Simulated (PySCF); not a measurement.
# InP−: from the state search to spectroscopic constants, part 2 of 2

PySCF 2.14.0; In def2-TZVPPD with ECP28, P def2-TZVPPD; scalar-relativistic core potentials.

### 12 revPBE

The SCF at the reference distance, 2.446 Å, printed:

```text
[... 17 set-up lines left out, the same as in an earlier log ...]
XC functionals = PBE_R,PBE
    Y. Zhang and W. Yang.,  Phys. Rev. Lett. 80, 890 (1998)
[... 4 set-up lines left out, the same as in an earlier log ...]
init E= -531.502230637749
cycle= 1 E= -531.503341350453  delta_E= -0.00111  |g|= 0.0264  |ddm|= 0.319
cycle= 2 E= -531.498490537168  delta_E= 0.00485  |g|= 0.0734  |ddm|= 0.179
cycle= 3 E= -531.503805965432  delta_E= -0.00532  |g|= 0.0142  |ddm|= 0.14
cycle= 4 E= -531.503905407688  delta_E= -9.94e-05  |g|= 0.00156  |ddm|= 0.0241
cycle= 5 E= -531.50390747939  delta_E= -2.07e-06  |g|= 0.000692  |ddm|= 0.00536
cycle= 6 E= -531.503907936488  delta_E= -4.57e-07  |g|= 0.000164  |ddm|= 0.000975
cycle= 7 E= -531.503907971562  delta_E= -3.51e-08  |g|= 5.3e-05  |ddm|= 0.000446
cycle= 8 E= -531.503907980397  delta_E= -8.84e-09  |g|= 1.81e-05  |ddm|= 0.000314
cycle= 9 E= -531.503907981287  delta_E= -8.89e-10  |g|= 7.77e-06  |ddm|= 0.000106
Extra cycle  E= -531.503907981014  delta_E= 2.73e-10  |g|= 1.88e-05  |ddm|= 4.24e-05
converged SCF energy = -531.503907981014  <S^2> = 0.75843307  2S+1 = 2.0084154
```

Re = 2.487 Å, ωe = 308 cm⁻¹, ωexe = 1.04 cm⁻¹, αe = 0.000521 cm⁻¹, Be = 0.1117 cm⁻¹, De = 3.15 eV, μ = -4.01 D.

### 13 CAM-B3LYP

Output of the SCF at 2.446 Å:

```text
[... 17 set-up lines left out, the same as in an earlier log ...]
XC functionals = CAMB3LYP
    T. Yanai, D. P. Tew, and N. C. Handy.,  Chem. Phys. Lett. 393, 51 (2004)
[... 2 set-up lines left out, the same as in an earlier log ...]
init E= -531.493302206115
cycle= 1 E= -531.494269386956  delta_E= -0.000967  |g|= 0.013  |ddm|= 0.182
cycle= 2 E= -531.494247595057  delta_E= 2.18e-05  |g|= 0.0147  |ddm|= 0.0562
cycle= 3 E= -531.494379698002  delta_E= -0.000132  |g|= 0.00155  |ddm|= 0.0248
cycle= 4 E= -531.494382148344  delta_E= -2.45e-06  |g|= 0.000659  |ddm|= 0.00516
cycle= 5 E= -531.494382578035  delta_E= -4.3e-07  |g|= 0.000152  |ddm|= 0.00187
cycle= 6 E= -531.494382634751  delta_E= -5.67e-08  |g|= 7.42e-05  |ddm|= 0.00057
cycle= 7 E= -531.494382653578  delta_E= -1.88e-08  |g|= 2.86e-05  |ddm|= 0.000315
cycle= 8 E= -531.494382660857  delta_E= -7.28e-09  |g|= 1.52e-05  |ddm|= 0.000182
cycle= 9 E= -531.494382663337  delta_E= -2.48e-09  |g|= 8.45e-06  |ddm|= 0.000116
cycle= 10 E= -531.494382664299  delta_E= -9.62e-10  |g|= 4.09e-06  |ddm|= 8.28e-05
Extra cycle  E= -531.494382664392  delta_E= -9.29e-11  |g|= 3.17e-06  |ddm|= 1.44e-05
converged SCF energy = -531.494382664392  <S^2> = 0.75874062  2S+1 = 2.0087216
```

Re = 2.428 Å, ωe = 344 cm⁻¹, ωexe = 1.00 cm⁻¹, αe = 0.000486 cm⁻¹, Be = 0.1172 cm⁻¹, De = 3.02 eV, μ = -4.29 D.

### 14 Adding correlation

Reference: ROHF; core orbitals frozen: 9; virtual orbitals above 20 hartree dropped in coupled cluster: 5. MP2 keeps all virtuals, so it differs from the MP2 energy in the coupled-cluster log.

The coupled-cluster run at the reference distance, 2.446 Å, printed:

```text
******** <class 'pyscf.cc.uccsd.UCCSD'> ********
CC2 = 0
CCSD nocc = (np.int64(10), np.int64(9)), nmo = (90, 90)
frozen orbitals [[0, 1, 2, 3, 4, 5, 6, 7, 8, 99, 100, 101, 102, 103], [0, 1, 2, 3, 4, 5, 6, 7, 8, 99, 100, 101, 102, 103]]
max_cycle = 80
direct = 0
conv_tol = 1e-07
conv_tol_normt = 1e-05
diis_space = 8
diis_start_cycle = 0
diis_start_energy_diff = 1e+09
max_memory 4900 MB (current use 1373 MB)
Init t2, MP2 energy = -0.408829087138078
Init E_corr(UCCSD) = -0.411291825768042
cycle = 1  E_corr(UCCSD) = -0.404398336436743  dE = 0.00689348933  norm(t1,t2) = 0.112966
cycle = 2  E_corr(UCCSD) = -0.41688785502719  dE = -0.0124895186  norm(t1,t2) = 0.0369477
cycle = 3  E_corr(UCCSD) = -0.417063489963406  dE = -0.000175634936  norm(t1,t2) = 0.0256892
cycle = 4  E_corr(UCCSD) = -0.419113036773471  dE = -0.00204954681  norm(t1,t2) = 0.0131443
cycle = 5  E_corr(UCCSD) = -0.419351587013527  dE = -0.00023855024  norm(t1,t2) = 0.00544151
cycle = 6  E_corr(UCCSD) = -0.419100207486215  dE = 0.000251379527  norm(t1,t2) = 0.0029532
cycle = 7  E_corr(UCCSD) = -0.419097889352504  dE = 2.31813371e-06  norm(t1,t2) = 0.000934853
cycle = 8  E_corr(UCCSD) = -0.419140695132386  dE = -4.28057799e-05  norm(t1,t2) = 0.000514444
cycle = 9  E_corr(UCCSD) = -0.419140495666685  dE = 1.99465701e-07  norm(t1,t2) = 0.000266251
cycle = 10  E_corr(UCCSD) = -0.419134073570166  dE = 6.42209652e-06  norm(t1,t2) = 0.000141103
cycle = 11  E_corr(UCCSD) = -0.41913703722086  dE = -2.96365069e-06  norm(t1,t2) = 6.69677e-05
cycle = 12  E_corr(UCCSD) = -0.419136830955118  dE = 2.06265743e-07  norm(t1,t2) = 3.16641e-05
cycle = 13  E_corr(UCCSD) = -0.419136892301881  dE = -6.13467637e-08  norm(t1,t2) = 1.24083e-05
cycle = 14  E_corr(UCCSD) = -0.41913692692568  dE = -3.46237986e-08  norm(t1,t2) = 6.4121e-06
UCCSD converged
E(UCCSD) = -530.382466147906  E_corr = -0.4191369269256798
UCCSD(T) correction = -0.0199341579517025
```

Correlation energy (eV) along the bond:

```csv
R (Å),MP2,SCS-MP2,CCSD,CCSD(T),T1
2.104,-11.311,-10.443,n/a,n/a,n/a
2.201,-11.262,-10.410,-11.432,-11.948,0.022
2.299,-11.229,-10.391,-11.415,-11.939,0.023
2.373,-11.213,-10.383,-11.408,-11.941,0.024
2.446,-11.203,-10.381,-11.405,-11.948,0.025
2.519,-11.198,-10.384,-11.407,-11.960,0.027
2.617,-11.198,-10.393,-11.415,-11.983,0.030
2.740,-11.207,-10.412,-11.432,-12.023,0.034
2.886,-11.225,-10.441,-11.462,-12.085,0.040
3.082,-11.247,-10.477,n/a,n/a,n/a
```

ROHF-MP2: Re = 2.432 Å, ωe = 344 cm⁻¹, ωexe = 0.993 cm⁻¹, αe = 0.000489 cm⁻¹, Be = 0.1169 cm⁻¹, De = 3.19 eV.

ROHF-SCS-MP2: Re = 2.442 Å, ωe = 340 cm⁻¹, ωexe = 0.998 cm⁻¹, αe = 0.000491 cm⁻¹, Be = 0.1159 cm⁻¹, De = 3.06 eV.

ROHF-CCSD: Re = 2.441 Å, ωe = 342 cm⁻¹, ωexe = 1.05 cm⁻¹, αe = 0.000492 cm⁻¹, Be = 0.1160 cm⁻¹, De = 2.96 eV.

ROHF-CCSD(T): Re = 2.454 Å, ωe = 330 cm⁻¹, ωexe = 1.14 cm⁻¹, αe = 0.000525 cm⁻¹, Be = 0.1147 cm⁻¹, De = 3.17 eV.

### 15 All curves

Energy (eV) from each level's lowest point:

```csv
R (Å),ROHF-MP2,ROHF-SCS-MP2,ROHF-CCSD,ROHF-CCSD(T),PBE,revPBE,BP86,TPSS,r²SCAN,PBE0,B97-3,CAM-B3LYP,B2PLYP
2.104,0.884,0.931,n/a,n/a,0.987,1.040,0.993,0.965,0.912,0.905,1.009,0.857,0.966
2.201,0.380,0.410,0.413,0.440,0.463,0.500,0.468,0.447,0.407,0.400,0.470,0.365,0.441
2.299,0.109,0.127,0.127,0.144,0.164,0.186,0.167,0.155,0.129,0.124,0.164,0.102,0.148
2.373,0.019,0.027,0.027,0.036,0.047,0.060,0.049,0.043,0.030,0.027,0.046,0.016,0.038
2.446,0.000,0.000,0.000,0.000,0.000,0.003,0.000,0.000,0.000,0.000,0.000,0.000,0.000
2.519,0.036,0.028,0.029,0.019,0.005,0.000,0.003,0.010,0.023,0.027,0.010,0.038,0.016
2.617,0.145,0.129,0.131,0.105,0.073,0.057,0.068,0.083,0.113,0.124,0.087,0.150,0.101
2.740,0.348,0.322,0.326,0.277,0.222,0.195,0.214,0.239,0.287,0.310,0.254,0.355,0.288
2.886,0.648,0.611,0.614,0.534,0.455,0.416,0.443,0.479,0.541,0.582,0.512,0.650,0.621
3.082,1.094,1.042,n/a,n/a,0.798,0.742,0.783,0.826,0.890,0.949,0.889,1.030,1.043
```

The whole job (state search and all levels along the bond) took 27 min on 2 threads of Arm Neoverse N1 (shared host), peak memory 4.7 GiB.

### 16 Constants by level of theory

What follows sums up all 2 parts.

Lowest PBE0 solution found, without spin–orbit coupling: ²Π (doublet), unpaired electrons π ↑. State 2 has its PBE0 minimum 0.07 eV higher. The other levels ran on the lowest alone.

```csv
level,Re (Å),ωe (cm⁻¹),De (eV),μ (D)
ROHF-MP2,2.432,344,3.19,n/a
ROHF-SCS-MP2,2.442,340,3.06,n/a
ROHF-CCSD,2.441,342,2.96,n/a
ROHF-CCSD(T),2.454,330,3.17,n/a
PBE,2.473,313,3.37,-3.93
revPBE,2.487,308,3.15,-4.01
BP86,2.476,311,3.32,-3.94
TPSS,2.467,317,3.22,-3.98
r²SCAN,2.448,329,3.28,-3.92
PBE0,2.442,335,3.18,-4.09
B97-3,2.467,326,3.16,-4.30
CAM-B3LYP,2.428,344,3.02,-4.29
B2PLYP,2.458,326,3.18,-4.39
```

De is counted to In + P− in their ground configurations. A positive dipole points from In to P; in an ion it is taken about the centre of mass and does not tell which atom is negative.

Differences from CCSD(T) in the same basis:

```csv
level,Re (mÅ),ωe (%)
ROHF-MP2,-23,+4.2
ROHF-SCS-MP2,-13,+3.0
ROHF-CCSD,-14,+3.7
PBE,+19,-5.2
revPBE,+32,-6.8
BP86,+22,-5.8
TPSS,+12,-4.1
r²SCAN,-7,-0.4
PBE0,-12,+1.4
B97-3,+13,-1.3
CAM-B3LYP,-26,+4.3
B2PLYP,+4,-1.3
```

Time per point (s) on 2 threads of Arm Neoverse N1, shared host (CPU time, shared integrals of 1.3 s apart; correlated levels include their reference; CCSD comes with the CCSD(T) run); the times are rough: ROHF-MP2 4.5, ROHF-SCS-MP2 4.5, PBE 3.4, revPBE 2.1, BP86 2.2, TPSS 5, r²SCAN 5, PBE0 6.8, B97-3 4.1, CAM-B3LYP 10, B2PLYP 6.5; the reference 270.

Cheap and still within 12 mÅ and 2.5 % of CCSD(T): r²SCAN (5 s), B2PLYP (6.5 s), PBE0 (6.8 s), against 270 s for the dearest run.

In words: Judged by CCSD(T) in the same basis: best bond length B2PLYP (+4 mÅ), worst revPBE (+32 mÅ); best wavenumber r²SCAN (-0.4 %), worst revPBE (-6.8 %). PBE gives a bond that is too long and too soft, as GGAs tend to. Of the levels with a De here, ROHF-CCSD gives the least (2.96 eV) and PBE the most (3.37 eV).

Correlated steps freeze 9 core orbitals. These are scalar-relativistic numbers at best; spin–orbit coupling would shift them, the dissociation energy most. B2PLYP dipoles, levels and charges come from its SCF part alone. With some functionals the highest level of the anion is positive, from self-interaction error or because the anion is truly unbound there; the finite basis then holds the extra electron, and no neutral molecule was run to test the binding.
